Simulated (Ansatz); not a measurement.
**Ru: which structure wins at one pressure**

Which of bcc, hcp, beta tin, simple hexagonal, sc has the lowest enthalpy for Ru at one common pressure? Methods of the runs shown: LAPW. Companion runs by PAW are cited.

Computed with Ansatz 0.2.0 (DFT, PBEsol, all-electron LAPW, scalar-relativistic, unless a step's input says otherwise).

**1. The structure to begin with**

It takes space group Im-3m (No. 229, cubic). The conventional cell has a = 2.897 Å, b = 2.897 Å, c = 2.897 Å, α = 90.00°, β = 90.00°, γ = 90.00°. Around Ru (site symmetry m-3m) lie 8 Ru at 2.51 Å.

Coordinates:

```
CELL_PARAMETERS angstrom
-1.44838 1.44838 1.44838
1.44838 -1.44838 1.44838
1.44838 1.44838 -1.44838
ATOMIC_POSITIONS crystal
Ru 0.00000 0.00000 0.00000
```

**2. Bcc relaxed under pressure, LAPW**

input.yaml reads:

```yaml
crystal:
  lattice:
    - [-1.4483780072, 1.4483780072, 1.4483780072]
    - [1.4483780072, -1.4483780072, 1.4483780072]
    - [1.4483780072, 1.4483780072, -1.4483780072]
  atoms:
    - { symbol: Ru, position: [0.0, 0.0, 0.0] }
kpoints:
  mp_grid: { grid: [19, 19, 19] }
scf:
  occupations: { method: fermi_dirac, width: 0.1 }
hamiltonian:
  xc: pbesol
  pseudopotentials: { kind: all_electron, lapw: { basis_error: 0.0005 } }
output:
  forces: true
  stress: true
  eigenvalues: true
relax:
  f_tol: 0.005
  max_steps: 12
  cell: { p_target: 52.0, stress_tol: 0.03 }
```

Run with:

```sh
> ansatz run input.yaml --threads 1 --pin off --max-ram 3584MiB --backend cpu --events-out ev --progress --plain --runs-dir out
```

The runs that follow: Hcp relaxed under pressure, LAPW; Beta tin relaxed under pressure, LAPW; Simple hexagonal relaxed under pressure, LAPW; Sc relaxed under pressure, LAPW.

Q: Predict the outcome of this session. Wanted: pressure; lowest (for each run or level that gives them).

The runs gave:

```
     quantity                          value
     pressure                         52 GPa
lowest (LAPW)  hcp, 754.8 meV/atom under bcc
 lowest (PAW)  hcp, 754.9 meV/atom under bcc
```

What this shows: By LAPW the order is hcp < bcc < simple hexagonal < beta tin < sc. By PAW the order is hcp < bcc < simple hexagonal < beta tin < sc. The methods agree on the lowest phase. Only these structures were tried, with electrons smeared by 0.1 eV and without vibrations, so the true ground state may be another. The k meshes differ between phases and weren't tested, which can move differences by some meV.
